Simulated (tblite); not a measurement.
# C6H9BF: the cost of one run

Computed with tblite 0.8.0 and PySCF 2.14.0, with density-fitted response routines of our own, on a single molecule in the gas phase. Atoms are numbered from 0 throughout.

### 1 The starting structure

17 atoms, charge 0, multiplicity 2; geometry from: force field or distance geometry start.

Bonds of the start (Å): C0–C1 1.32, C1–C2 1.46, C2–B3 1.59, B3–C4 1.56, C4–C5 1.33, C5–C6 1.47, C6–F7 1.39, C0–H8 1.07, C0–H9 1.09, C1–H10 1.09, C2–H11 1.11, C2–H12 1.11, B3–H13 1.21, C4–H14 1.08, C5–H15 1.09, C6–H16 1.10.

### 2 Relaxing the molecule with GFN2-xTB

What the job is given:

```
{"job": {"kind": "relax", "xc": "GFN2-xTB", "basis": "xTB"}, "charge": 0, "multiplicity": 2}
C      2.571700     0.848500     0.436900
C      2.429700    -0.290300    -0.208300
C      1.193800    -1.072100    -0.168600
B      0.020600    -0.402300     0.670200
C     -0.911200     0.709100     0.083500
C     -2.224600     0.734600     0.289200
C     -2.930700    -0.267900     1.104000
F     -4.148200     0.317300     1.429300
H      1.817400     1.329400     1.021500
H      3.532000     1.349500     0.359700
H      3.276800    -0.683600    -0.763400
H      1.402700    -2.058500     0.287600
H      0.859300    -1.257900    -1.215600
H     -0.518000    -1.112200     1.485400
H     -0.447600     1.473300    -0.521200
H     -2.764900     1.568600    -0.170000
H     -3.165900    -1.173600     0.519300
```

On the command line:

```bash
$ OMP_NUM_THREADS=1 python probes_run.py task.json out
```

This one command runs all jobs of the session in turn.

**Question.** How long does this first job take on 1 thread of Arm Neoverse V1, shared host?

About 1.6 s.
